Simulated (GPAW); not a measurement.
# Si2Mo in GPAW: settings compared

Aim: see how the results for Si2Mo move with the level of theory and the settings. Levels: PBEsol, RPBE. Tasks: single point.

Program: GPAW 26.7.0. These are calculated values, not measurements. Logs are shortened: lines on timing, memory, paths and dates and some standing lists are left out, and cuts for length are marked. The log counts tension as positive stress, the text compression.

## (1) The cell of the first run

The cell holds a slab with vacuum, 9 atoms: a = 3.200 Å, b = 3.200 Å, c = 25.487 Å, α = 90.00°, β = 90.00°, γ = 90.00°.

## (2) Single point, PBEsol (the (0 0 1) slab of Si2Mo, cut from the database cell, not relaxed)

The input, run.py:

```python
import numpy as np
from ase.dft.bandgap import bandgap
from ase.io import read, write
from gpaw import GPAW, PW, setup_paths

setup_paths.insert(0, '.')

atoms = read('POSCAR')
atoms.pbc = (True, True, False)

calc = GPAW(mode=PW(450),
            xc='PBEsol',
            kpts={'size': (8, 8, 1), 'gamma': True},
            occupations={'name': 'fermi-dirac', 'width': 0.05},
            nbands=59,
            convergence={'density': 1e-05, 'energy': 1e-05},
            maxiter=150,
            poissonsolver={'dipolelayer': 'xy'},
            txt='gpaw.txt')
atoms.calc = calc
energy = atoms.get_potential_energy()
forces = atoms.get_forces()
calc.write('gs.gpw')
write('result.traj', atoms)
print(f'Energy: {energy:.6f} eV')
print('Forces (eV/A):')
print(forces.round(4))
print('Fermi level:', round(calc.get_fermi_level(), 4), 'eV')
print(f'Gap: {bandgap(calc)[0]:.4f} eV, direct: {bandgap(calc, direct=True)[0]:.4f} eV')

v = calc.get_electrostatic_potential().mean(axis=(0, 1))
z = np.arange(len(v)) * atoms.cell[2, 2] / len(v)
ef = calc.get_fermi_level()
np.savetxt('planar.dat', np.c_[z, v], fmt='%.4f')
below, above = np.interp([1.5, atoms.cell[2, 2] - 1.5], z, v) - ef
print(f'Work functions: bottom {below:.4f} eV, top {above:.4f} eV')
print('Dipole moment:', *calc.get_dipole_moment().round(5), 'e A')
```

The input, POSCAR:

```
Si2Mo
1.0
    3.2000000000      0.0000000000      0.0000000000
    0.0000000000      3.2000000000      0.0000000000
    0.0000000000      0.0000000000     25.4865740000
Si Mo Si Mo Si Mo Si
1 1 2 1 2 1 1
Direct
    0.0000000000      0.0000000000      0.2942725845
    0.5000000000      0.5000000000      0.3457815476
    0.0000000000      0.0000000000      0.3972905107
    0.5000000000      0.5000000000      0.4484910369
    0.0000000000      0.0000000000      0.5000000000
    0.5000000000      0.5000000000      0.5515089631
    0.0000000000      0.0000000000      0.6027094893
    0.5000000000      0.5000000000      0.6542184524
    0.0000000000      0.0000000000      0.7057274155
```

Potentials or basis: PAW data sets generated in the run's folder for this functional, pw.

The run is started by

```
gpaw-setup -f PBEsol Mo Si
OMP_NUM_THREADS=1 python run.py
```

gpaw.txt:

```text
__  _  _
 | _ |_)|_||  |
 |__||  | ||/\| - 26.7.0

Input parameters:
  mode=PW(ecut=450.00000000000006),
  convergence={'density': 1e-05, 'energy': 1e-05},
  kpts=MonkhorstPack(size=(8, 8, 1), gamma=True),
  maxiter=150,
  nbands=59,
  occupations=Occupations(name='fermi-dirac', width=0.05),
  poissonsolver=PoissonSolver(dipolelayer='xy'),
  xc=XC(name='PBEsol')

Diagonalizing LCAO Hamiltonian
Converting LCAO to pw mode
   .-------.
  /|       |
 * |       |
 | |       |
 | |       |
 | |       |
 | |       |
 | |       |
 | |       |
 | |       |
 | |       |
 Si|       |
 | |  Mo   |
 | |       |
 Si|       |
 | |  Si   |
 | |       |
 Mo|       |
 | |  Si   |
 | |       |
 | |       |
 Si|  Mo   |
 | |       |
 | |       |
 Si|       |
 | |       |
 | |       |
 | |       |
 | |       |
 | |       |
 | |       |
 | .-------.
 |/       /
 *-------*

Atoms  # Å, Bohr magnetons
|   | symbol |        x |        y |         z |    initial magnetic moments |
|---|--------|----------|----------|-----------|-----------------------------|
| 0 |     Si | 0.000000 | 0.000000 |  7.500000 | ( 0.0000,  0.0000,  0.0000) |
| 1 |     Mo | 1.600000 | 1.600000 |  8.812787 | ( 0.0000,  0.0000,  0.0000) |
| 2 |     Si | 0.000000 | 0.000000 | 10.125574 | ( 0.0000,  0.0000,  0.0000) |
| 3 |     Si | 1.600000 | 1.600000 | 11.430500 | ( 0.0000,  0.0000,  0.0000) |
| 4 |     Mo | 0.000000 | 0.000000 | 12.743287 | ( 0.0000,  0.0000,  0.0000) |
| 5 |     Si | 1.600000 | 1.600000 | 14.056074 | ( 0.0000,  0.0000,  0.0000) |
| 6 |     Si | 0.000000 | 0.000000 | 15.361000 | ( 0.0000,  0.0000,  0.0000) |
| 7 |     Mo | 1.600000 | 1.600000 | 16.673787 | ( 0.0000,  0.0000,  0.0000) |
| 8 |     Si | 0.000000 | 0.000000 | 17.986574 | ( 0.0000,  0.0000,  0.0000) |

Unit cell  # Å
| periodic |        x |        y |         z |   lengths |    angles |
|----------|----------|----------|-----------|-----------|-----------|
|      yes | 3.200000 | 0.000000 |  0.000000 |  3.200000 | 90.000000 |
|      yes | 0.000000 | 3.200000 |  0.000000 |  3.200000 | 90.000000 |
|       no | 0.000000 | 0.000000 | 25.486574 | 25.486574 | 90.000000 |

Number of symmetries: 16
Symmetry operations  # r_c * U_cc + t_c -> r_c
|    | kind |            matrix            |
|----|------|------------------------------|
|  0 |  E   |  1, 0, 0,  0, 1, 0,  0, 0, 1 |
|  1 |  σ   |  1, 0, 0,  0, 1, 0,  0, 0,-1 |
|  2 |  σ   |  1, 0, 0,  0,-1, 0,  0, 0, 1 |
|  3 |  C2  |  1, 0, 0,  0,-1, 0,  0, 0,-1 |
|  4 |  σ   |  0, 1, 0,  1, 0, 0,  0, 0, 1 |
|  5 |  C2  |  0, 1, 0,  1, 0, 0,  0, 0,-1 |
|  6 |  C4  |  0, 1, 0, -1, 0, 0,  0, 0, 1 |
|  7 |  S4  |  0, 1, 0, -1, 0, 0,  0, 0,-1 |
|  8 |  C4  |  0,-1, 0,  1, 0, 0,  0, 0, 1 |
|  9 |  S4  |  0,-1, 0,  1, 0, 0,  0, 0,-1 |
| 10 |  σ   |  0,-1, 0, -1, 0, 0,  0, 0, 1 |
| 11 |  C2  |  0,-1, 0, -1, 0, 0,  0, 0,-1 |
| 12 |  σ   | -1, 0, 0,  0, 1, 0,  0, 0, 1 |
| 13 |  C2  | -1, 0, 0,  0, 1, 0,  0, 0,-1 |
| 14 |  C2  | -1, 0, 0,  0,-1, 0,  0, 0, 1 |
| 15 |  i   | -1, 0, 0,  0,-1, 0,  0, 0,-1 |

BZ-sampling:
  Number of BZ points: 64
  Number of IBZ points: 15

  Monkhorst-Pack size: [8, 8, 1]
  Monkhorst-Pack shift: [0.0625, 0.0625, 0.0]

K-points  # in reciprocal-cell coordinates
|     |                                coordinates |     weight |
|-----|--------------------------------------------|------------|
|   0 | (  0.00000000,   0.00000000,   0.00000000) | 0.01562500 |
|   1 | (  0.12500000,   0.00000000,   0.00000000) | 0.06250000 |
|   2 | (  0.12500000,   0.12500000,   0.00000000) | 0.06250000 |
|   3 | (  0.25000000,   0.00000000,   0.00000000) | 0.06250000 |
|   4 | (  0.25000000,   0.12500000,   0.00000000) | 0.12500000 |
|   5 | (  0.25000000,   0.25000000,   0.00000000) | 0.06250000 |
|   6 | (  0.37500000,   0.00000000,   0.00000000) | 0.06250000 |
|   7 | (  0.37500000,   0.12500000,   0.00000000) | 0.12500000 |
|   8 | (  0.37500000,   0.25000000,   0.00000000) | 0.12500000 |
|   9 | (  0.37500000,   0.37500000,   0.00000000) | 0.06250000 |
| ... |                                            |            |
|  14 | (  0.50000000,   0.50000000,   0.00000000) | 0.01562500 |

Plane wave coefficients: 5721
Cutoff: 450.00000000000006 eV

Spin-components: 1 (collinear spins)
Bands:           59
Projectors:      48
Spin-degeneracy: 2
Datatype:        complex128

Parallelization:
  kpt:    1
  domain: 1
  band:   1

Density:
  Valence electrons: 66.0
  Components: 1
  Grid points: [ 16  16 125]
  Charge: 0.0  # |e|

Potential:
  Grid points: [ 16  16 125]

species:
  Si:
    name:    Silicon
    Z:       14.0
    valence: 4
    core:    10
    charge:  0.0  # [|e|]
    compensation charges:
      type: gauss
      rc: 0.33  # [Å]
      lmax: 2
    cutoffs:
      filter: 1.86  # [Å]
      core: 2.06  # [Å]
    projectors
    | kind |    occ | energy [eV] | rcut [Å] |
    |------|--------|-------------|----------|
    |   3s |  2.000 |     -10.768 |    1.058 |
    |   3p |  2.000 |      -4.057 |    1.058 |
    |    s |        |      16.444 |    1.058 |
    |    p |        |      23.155 |    1.058 |
    |    d |        |       0.000 |    1.058 |

    Using partial waves for Si as LCAO basis

  Mo:
    name:    Molybdenum
    Z:       42.0
    valence: 14
    core:    28
    charge:  0.0  # [|e|]
    compensation charges:
      type: gauss
      rc: 0.38  # [Å]
      lmax: 2
    cutoffs:
      filter: 2.16  # [Å]
      core: 1.42  # [Å]
    projectors
    | kind |    occ | energy [eV] | rcut [Å] |
    |------|--------|-------------|----------|
    |   4s |  2.000 |     -64.262 |    1.238 |
    |   5s |  1.000 |      -4.116 |    1.238 |
    |   4p |  6.000 |     -38.461 |    1.296 |
    |   5p |  0.000 |      -1.012 |    1.296 |
    |   4d |  5.000 |      -3.770 |    1.296 |
    |    d |        |      23.442 |    1.296 |

    Using partial waves for Mo as LCAO basis

Reference energy: -377454.313964  # eV

eigensolver:
  PPCG
  Converge bands: occupied
  niter=2

density mixing:
  MSR1-Mixer
  Pratt-step length: 0.05
  Maximum mixing coefficient: 0.75
  Old densities: 10
  SVD Regularization: 0.005
  Good broyden scale: 1.0
  Trust region scale: 1.0
  Backstep threshold: 4.0
  History deletion threshold: 6.0
  Fourier metric: weight=20.0, sigma=0.015

occupation numbers:
  Fermi-Dirac:
    width: 0.0500  # eV

<gpaw.new.pw.poisson.DipoleLayerPWPoissonSolver object>
xc functional:
  name: PBEsol with 2 nearest neighbor stencil

convergence criteria:
[... 6 lines left out ...]
|iter     | |      energy | eigst |  dens |
|---------|-|-------------|-------|-------|
|iter:   1| |  -75.643928 | +0.61 |       |
|iter:   2| |  -75.139868 | -1.04 | -0.99 |
|iter:   3| |  -84.498588 | -0.25 | -1.02 |
|iter:   4| |  -85.416301 | -0.55 | -0.79 |
|iter:   5| |  -77.221198 | -0.89 | -0.75 |
|iter:   6| |  -72.751693 | -1.75 | -1.07 |
|iter:   7| |  -72.878668 | -1.95 | -1.48 |
|iter:   8| |  -72.577720 | -2.29 | -1.63 |
|iter:   9| |  -72.566742 | -3.27 | -2.07 |
|iter:  10| |  -72.566880 | -4.47 | -2.64 |
|iter:  11| |  -72.566817c| -5.17 | -3.08 |
|iter:  12| |  -72.566837c| -6.00 | -3.63 |
|iter:  13| |  -72.566826c| -6.87 | -4.03 |
|iter:  14| |  -72.566826c| -7.65c| -4.42 |
|iter:  15| |  -72.566825c| -7.92c| -5.00c|

Converged in 15 steps
Energy contributions relative to reference atoms: (reference = -377454.313964)

Energy contributions:
  Kinetic:         -12.137040
  Coulomb:           6.303504
  Zero:             -0.899336
  External:          0.000000
  Xc:              -65.813925
  Entropy:          -0.040056
  Spinorbit:         0.000000
  ----------------------------
  Free energy:     -72.586854
  Extrapolated:    -72.566825

dipole moment: (-39.846298, -39.846298, -0.000096)  # |e|*Ang

Fermi level: 3.059
Eigenvalues  # (at kpt = [0.000, 0.000, 0.000])
| band index |      eig [eV] | occ [0-2] |
|------------|---------------|-----------|
|          0 |       -57.410 |     2.000 |
|        ... |               |           |
|         22 |         0.860 |     2.000 |
|         23 |         0.891 |     2.000 |
|         24 |         0.891 |     2.000 |
|         25 |         1.213 |     2.000 |
|         26 |         1.580 |     2.000 |
|         27 |         1.580 |     2.000 |
[... 8 lines left out ...]
|         36 |         4.094 |     0.000 |
|         37 |         5.273 |     0.000 |
|        ... |               |           |
|         58 |        13.050 |     0.000 |

No gap
No difference between direct/indirect transitions
vacuum-level: 7.638  # V
Workfunctions: 4.580, 4.580 eV (top, bottom)

Forces  # eV/Ang
|        x |        y |        z |
|----------|----------|----------|
|  0.00000 |  0.00000 |  0.85979 |  # Si   0
|  0.00000 |  0.00000 | -0.00743 |  # Mo   1
| -0.00000 |  0.00000 | -0.62902 |  # Si   2
| -0.00000 | -0.00000 | -0.03462 |  # Si   3
| -0.00000 | -0.00000 |  0.00000 |  # Mo   4
|  0.00000 | -0.00000 |  0.03462 |  # Si   5
|  0.00000 |  0.00000 |  0.62902 |  # Si   6
|  0.00000 |  0.00000 |  0.00743 |  # Mo   7
|  0.00000 |  0.00000 | -0.85979 |  # Si   8

# Writing to gs.gpw (mode='')
```

Run time: 1.7 min. Hardware: 1 thread of Arm Neoverse V2, shared host; peak memory 0.3 GiB.

What came out:

```
Free energy                     : -72.5869 eV
Largest force                   : 0.860 eV/Å
Band gap on the k mesh          : none (metal or under the smearing width)
Dipole across the slab          : 0.00 e·Å
Work function of the upper face : 4.58 eV
Work function of the lower face : 4.58 eV
```

Forces in eV/Å, atoms in the order of the input:
```
Si   0.000  0.000  0.860
Mo   0.000  0.000 -0.007
Si   0.000  0.000 -0.629
Si   0.000  0.000 -0.035
Mo   0.000  0.000  0.000
Si   0.000  0.000  0.035
Si   0.000  0.000  0.629
Mo   0.000  0.000  0.007
Si   0.000  0.000 -0.860
```

## (3) Single point, RPBE (the (0 0 1) slab of Si2Mo, cut from the database cell, not relaxed)

run.py, as its differences from that of step 2:

```diff
@@ -3,5 +3,3 @@
 from ase.io import read, write
-from gpaw import GPAW, PW, setup_paths
-
-setup_paths.insert(0, '.')
+from gpaw import GPAW, PW
 
@@ -11,3 +9,3 @@
 calc = GPAW(mode=PW(450),
-            xc='PBEsol',
+            xc='RPBE',
             kpts={'size': (8, 8, 1), 'gamma': True},
```

POSCAR is that of step 2.

Potentials or basis: the program's PAW data sets (release 1.2.1) made for this functional, pw.

The run is started by

```
OMP_NUM_THREADS=1 python run.py
```

Wall time 1.7 min (1 thread of Arm Neoverse V2, shared host); peak memory 0.3 GiB.

It converged, with:

- Free energy: -63.8935 eV
- Largest force: 0.569 eV/Å
- Band gap on the k mesh: none (metal or under the smearing width)
- Dipole across the slab: 0.00 e·Å
- Work function of the upper face: 4.48 eV
- Work function of the lower face: 4.48 eV

Forces in eV/Å, atoms in the order of the input:
```
Si   0.000  0.000  0.465
Mo   0.000  0.000 -0.127
Si   0.000  0.000 -0.569
Si   0.000  0.000 -0.108
Mo   0.000  0.000  0.000
Si   0.000  0.000  0.108
Si   0.000  0.000  0.569
Mo   0.000  0.000  0.127
Si   0.000  0.000 -0.465
```

Levels at points of the mesh, in eV from the Fermi level:
| k point | band 31 | band 32 | band 33 | band 34 | band 35 | band 36 |
| --- | --- | --- | --- | --- | --- | --- |
| (0.00, 0.00, 0.00) | 0.66 | 0.75 | 0.78 | 0.81 | 0.81 | 0.92 |
| (0.50, 0.00, 0.00) | -0.39 | -0.31 | -0.17 | -0.14 | -0.05 | 2.34 |
| (0.50, 0.50, 0.00) | -1.27 | -1.24 | -1.24 | 0.18 | 1.40 | 2.04 |
